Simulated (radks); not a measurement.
# Excited configurations of Sc⁺

An exercise on one series of results from a longer session: the logs are not shown, and one member is left open.

Method: non-relativistic Kohn-Sham, PBE, spin-polarised, spherical densities, point nucleus; open shells are filled with parallel spins first. Code: radks (a radial shooting solver on a logarithmic mesh, Libxc functionals) version 1.

## The atom as given

```
element       : scandium (Z = 21)
charge        : +1
electrons     : 20
configuration : [Ar] 3d1 4s1
```

The outer shells:

Sc⁺
```
[Ar] core
3d [↑ ][  ][  ][  ][  ]
4s [↑ ]
```

Set-up of the first run:

The run's settings:

```text
Z 21
configuration [Ar] 3d1 4s1
relativity non-relativistic
functional pbe,pbe
spin polarised
nucleus point
```

Among the steps run: Ground configuration: [Ar] 3d1 4s1.

One of the session's tables, all rows but one given; the rest of the session is left out.

It belongs to the step «Ground configuration: [Ar] 3d1 4s1». From the orbitals of this run (lengths in bohr):

| level | <r> | outermost maximum (interpolated) | 90 % within | nodes |
| --- | --- | --- | --- | --- |
| 2p down | 0.3085 | 0.233 | 0.508 | 0 |
| 3s up | 1.082 | 0.933 | 1.62 | 2 |
| 3s down | 1.080 | 0.933 | 1.62 | 2 |
| 3p up | 1.171 | 0.971 | 1.81 | 1 |
| 3p down | 1.167 | 0.970 | 1.80 | 1 |
| 3d up | ? | ? | ? | ? |
| 4s up | 3.338 | 2.92 | 4.91 | 3 |
| 3d down | 1.643 | 1.08 | 2.84 | 0 |

Q: Estimate the row for 3d up from the others.

**Answer.** <r>: 1.693; outermost maximum (interpolated): 1.09; 90 % within: 2.96; nodes: 0. In the column «<r>» it lies between 3d down (1.643) and 4s up (3.338).

To keep in mind: Open shells are spherical and high-spin; term and fine-structure splittings are not resolved.
